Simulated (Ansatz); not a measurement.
**CH3F2Si (SMILES C[Si](F)F) at UHF/6-311+G(d,p)**

What is the energy change on altering one bond length of CH3F2Si at UHF/6-311+G**? 

Program for the calculation: Ansatz 0.2.0.

34 further runs of the same task are left out: 34 set aside as unsound or not needed.

## (1) The molecule

CH3F2Si has 7 atoms, charge 0, and is taken as a doublet. As SMILES, `C[Si](F)F`. The coordinates come from a PBE0-D4/def2-TZVP relaxation.

Bond lengths: C1–Si2 1.860 Å, Si2–F3 1.598 Å, Si2–F4 1.598 Å, C1–H5 1.091 Å, C1–H6 1.091 Å, C1–H7 1.094 Å. Angles: C1–Si2–F3 108.7°, C1–Si2–F4 108.7°, F3–Si2–F4 106.1°, Si2–C1–H5 110.5°, Si2–C1–H6 110.5°, Si2–C1–H7 108.7°, H5–C1–H6 109.0°, H5–C1–H7 109.0°, H6–C1–H7 109.0°.

## (2) A single-point energy at UHF/6-311+G(d,p)

molecule.yaml reads:

```yaml
crystal:
  periodic: [false, false, false]
  atoms:
    - {symbol: C, position_ang: [-0.274200, 0.729000, -0.218000]}
    - {symbol: Si, position_ang: [0.785100, -0.790400, -0.045500]}
    - {symbol: F, position_ang: [1.077400, -1.037600, 1.505800]}
    - {symbol: F, position_ang: [-0.050900, -2.056800, -0.546000]}
    - {symbol: H, position_ang: [-0.539200, 0.893800, -1.263500]}
    - {symbol: H, position_ang: [0.252700, 1.607700, 0.157300]}
    - {symbol: H, position_ang: [-1.189800, 0.586300, 0.364200]}
basis:
  gaussian:
    orbitals: 6-311+G_st__st_-spherical.json
magnetization:
  spin_polarized: true
  initial_magnetization: 1
hamiltonian:
  xc: hf
accuracy: high
output:
  orbitals: {seedname: orbitals}
```

The basis set 6-311+G** is read from a file made from the Basis Set Exchange's data (not shown).

Command:

```bash
$ ansatz run molecule.yaml --threads 1 --pin off --max-ram 3480MiB --events-out events.jsonl --progress --plain --runs-dir runs
```

Output:

```text
Warning: RAYON_NUM_THREADS=1 ignored (pool sized by the plan → 1); use --threads N
Functional definition: HF
  name "HF"
  exchange = exact_x
  correlation = 0
2125 factors; integrals over basis functions are off by at most 5.8e-9 eV
mean field evaluation 1: about -14352.9998 eV, gradient 2.9e1 eV
mean field evaluation 2: about -14353.0046 eV, gradient 2.9e1 eV
mean field evaluation 4: about -14356.5204 eV, gradient 2.7e0 eV
mean field evaluation 8: about -14356.6093 eV, gradient 1.7e-1 eV
mean field -14356.60995456 eV, -527.5956845705 hartree, gradient 2.0e-8 eV, S^2 0.753234; 0 other end points of the search recorded, 0 dependent functions left out
reference -14356.60995456 eV, -527.5956845705 hartree; 21, 20 occupied and 93, 94 virtual orbitals, 2125 factors
Total energy: -14356.60995456 eV, -527.5956845705 hartree
```

Wall time 5.1 s (1 thread of Arm Neoverse V2, shared host); peak memory 0.39 GiB.

## (3) The distorted shape at the same level

run.yaml reads:

```yaml
basis:
  gaussian:
    orbitals: 6-311+G_st__st_-spherical.json
crystal:
  periodic: [false, false, false]
  atoms:
    - {symbol: C, position_ang: [-0.433116, 0.956941, -0.243878]}
    - {symbol: Si, position_ang: [0.785100, -0.790400, -0.045500]}
    - {symbol: F, position_ang: [1.077400, -1.037600, 1.505800]}
    - {symbol: F, position_ang: [-0.050900, -2.056800, -0.546000]}
    - {symbol: H, position_ang: [-0.698116, 1.121741, -1.289378]}
    - {symbol: H, position_ang: [0.093784, 1.835641, 0.131422]}
    - {symbol: H, position_ang: [-1.348716, 0.814241, 0.338322]}
hamiltonian:
  xc: hf
magnetization:
  spin_polarized: true
  initial_magnetization: 1
output: {orbitals: {seedname: orbitals}}
accuracy: high
```

The basis set 6-311+G** is read from a file made from the Basis Set Exchange's data (not shown).

Command:

```bash
$ ansatz run run.yaml --threads 1 --pin off --max-ram 3480MiB --events-out events.jsonl --progress --plain --runs-dir runs
```

Output:

```text
Warning: RAYON_NUM_THREADS=1 ignored (pool sized by the plan → 1); use --threads N
[... 4 set-up lines as earlier in the session ...]
2121 factors; integrals over basis functions are off by at most 5.6e-9 eV
mean field evaluation 1: about -14352.2836 eV, gradient 2.9e1 eV
mean field evaluation 2: about -14352.2876 eV, gradient 2.9e1 eV
mean field evaluation 4: about -14355.9973 eV, gradient 2.8e0 eV
mean field evaluation 8: about -14356.1098 eV, gradient 1.7e-1 eV
mean field -14356.11062692 eV, -527.5773346181 hartree, gradient 2.8e-8 eV, S^2 0.764202; 0 other end points of the search recorded, 0 dependent functions left out
reference -14356.11062692 eV, -527.5773346181 hartree; 21, 20 occupied and 93, 94 virtual orbitals, 2121 factors
Total energy: -14356.11062692 eV, -527.5773346181 hartree
```

Run time: 5.1 s. Hardware: 1 thread of Arm Neoverse V2, shared host; peak memory 0.39 GiB.

## (4) Outcome

Level: UHF/6-311+G**.

```
                                                          quantity          value
                                         first shape: total energy  -527.59568 Eh
                   first shape: HOMO energy (highest over α and β)      -10.03 eV
                    first shape: LUMO energy (lowest over α and β)        0.59 eV
                                                 first shape: ⟨S²⟩          0.753
                                     distorted shape: total energy  -527.57733 Eh
               distorted shape: HOMO energy (highest over α and β)       -9.99 eV
                distorted shape: LUMO energy (lowest over α and β)        0.42 eV
                                             distorted shape: ⟨S²⟩          0.764
energy change with the C1–Si2 bond stretched from 1.860 to 2.139 Å       0.499 eV
```

What this shows: With the C1–Si2 bond stretched from 1.860 to 2.139 Å the energy rises by 0.50 eV (11.5 kcal/mol). The first shape isn't relaxed at this level, so the change isn't measured from a minimum.
